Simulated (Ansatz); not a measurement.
**C₂H₈Cl₂N₂Si: small, medium and large basis sets**

One table from this session's results is given with a row withheld; the runs are named, their logs left out.

Method: one geometry, several basis sets; program: Ansatz 0.2.0, Gaussian basis.

Plan: PBE0-D4/def2-SVP; ωB97M-V/def2-SVP; PBE0-D4/def2-QZVPP; ωB97M-V/def2-QZVPP; the functionals' def2-TZVPP values are taken from earlier runs.

## The relaxed structure

All runs share one geometry, relaxed beforehand with PBE0-D4 in a triple-zeta def2 set.

SMILES `CN[Si](Cl)(Cl)NC`, 15 atoms, charge 0, spin multiplicity 1.

Atoms are counted from 1 here; the program's logs count them from 0.

Bond lengths: C1–N2 1.449 Å, C1–H8 1.096 Å, C1–H9 1.090 Å, C1–H10 1.093 Å, N2–Si3 1.690 Å, N2–H11 1.009 Å, Si3–Cl4 2.060 Å, Si3–Cl5 2.060 Å, Si3–N6 1.690 Å, N6–C7 1.449 Å, N6–H12 1.009 Å, C7–H13 1.096 Å, C7–H14 1.093 Å, C7–H15 1.090 Å. Angles: N2–C1–H8 112.8°, N2–C1–H9 109.5°, N2–C1–H10 110.5°, H8–C1–H9 107.9°, H8–C1–H10 108.4°, H9–C1–H10 107.5°, C1–N2–Si3 127.4°, C1–N2–H11 113.5°, Si3–N2–H11 114.5°, N2–Si3–Cl4 115.9°, N2–Si3–Cl5 106.7°, N2–Si3–N6 107.4°, Cl4–Si3–Cl5 104.5°, Cl4–Si3–N6 106.7°, Cl5–Si3–N6 115.9°, Si3–N6–C7 127.4°, Si3–N6–H12 114.5°, C7–N6–H12 113.5° and more.

Coordinates:

```mol
C2H8Cl2N2Si
  3D, bonds by distance, orders not assigned

 15 14  0  0  0  0  0  0  0  0999 V2000
   -0.6284    1.6097   -2.1301 C   0  0
    0.1369    0.8676   -1.1485 N   0  0
   -0.4484   -0.2370   -0.0113 Si  0  0
   -0.8643   -2.1251   -0.7223 Cl  0  0
   -2.2674    0.4832    0.6333 Cl  0  0
    0.7384   -0.4156    1.1784 N   0  0
    0.8652   -1.4912    2.1412 C   0  0
   -0.7324    1.0748   -3.0807 H   0  0
   -1.6289    1.8022   -1.7424 H   0  0
   -0.1605    2.5775   -2.3284 H   0  0
    1.1003    0.7246   -1.4134 H   0  0
    1.1579    0.4499    1.4843 H   0  0
    0.3228   -1.2939    3.0725 H   0  0
    1.9165   -1.6651    2.3847 H   0  0
    0.4708   -2.4125    1.7122 H   0  0
  1  2  8  0
  2  3  8  0
  3  4  8  0
  3  5  8  0
  3  6  8  0
  6  7  8  0
  1  8  8  0
  1  9  8  0
  1 10  8  0
  2 11  8  0
  6 12  8  0
  7 13  8  0
  7 14  8  0
  7 15  8  0
M  END
```

Set-up of the first run:

in.yaml

```yaml
crystal:
  periodic: [false, false, false]
  atoms:
    - {symbol: C, position_ang: [-0.628379, 1.609725, -2.130115]}
    - {symbol: N, position_ang: [0.136897, 0.867624, -1.148463]}
    - {symbol: Si, position_ang: [-0.448442, -0.237029, -0.011338]}
    - {symbol: Cl, position_ang: [-0.864300, -2.125055, -0.722275]}
    - {symbol: Cl, position_ang: [-2.267442, 0.483173, 0.633288]}
    - {symbol: N, position_ang: [0.738404, -0.415620, 1.178385]}
    - {symbol: C, position_ang: [0.865160, -1.491205, 2.141220]}
    - {symbol: H, position_ang: [-0.732372, 1.074833, -3.080670]}
    - {symbol: H, position_ang: [-1.628879, 1.802177, -1.742421]}
    - {symbol: H, position_ang: [-0.160462, 2.577469, -2.328429]}
    - {symbol: H, position_ang: [1.100257, 0.724634, -1.413400]}
    - {symbol: H, position_ang: [1.157889, 0.449926, 1.484265]}
    - {symbol: H, position_ang: [0.322755, -1.293922, 3.072540]}
    - {symbol: H, position_ang: [1.916479, -1.665119, 2.384702]}
    - {symbol: H, position_ang: [0.470835, -2.412512, 1.712211]}
basis:
  gaussian: {orbitals: def2-SVP}
hamiltonian: {xc: pbe0, dispersion: d4}
output: {orbitals: {seedname: orbitals}}
```

The run is started by

```sh
$ ansatz run in.yaml --threads 2 --pin off --events-out ev --progress --plain --max-ram 32768MiB --backend cpu
```

Among the steps run: PBE0-D4 in def2-SVP; ωB97M-V in def2-SVP; PBE0-D4 in def2-QZVPP; ωB97M-V in def2-QZVPP.

One of the session's tables, all rows but one given; the rest of the session is left out.

```
functional       basis  HOMO (eV)  LUMO (eV)
   PBE0-D4    def2-SVP      -7.11       1.37
   PBE0-D4  def2-TZVPP      -7.27       0.74
   PBE0-D4  def2-QZVPP          ?          ?
   ωB97M-V    def2-SVP      -9.43       3.11
   ωB97M-V  def2-TZVPP      -9.61       2.21
   ωB97M-V  def2-QZVPP      -9.65       1.43
```

Q: Estimate the row for PBE0-D4, def2-QZVPP from the others.

**Answer.** HOMO (eV): -7.31; LUMO (eV): 0.29. In the column «HOMO (eV)» it lies between ωB97M-V, def2-SVP (-9.43) and PBE0-D4, def2-TZVPP (-7.27).
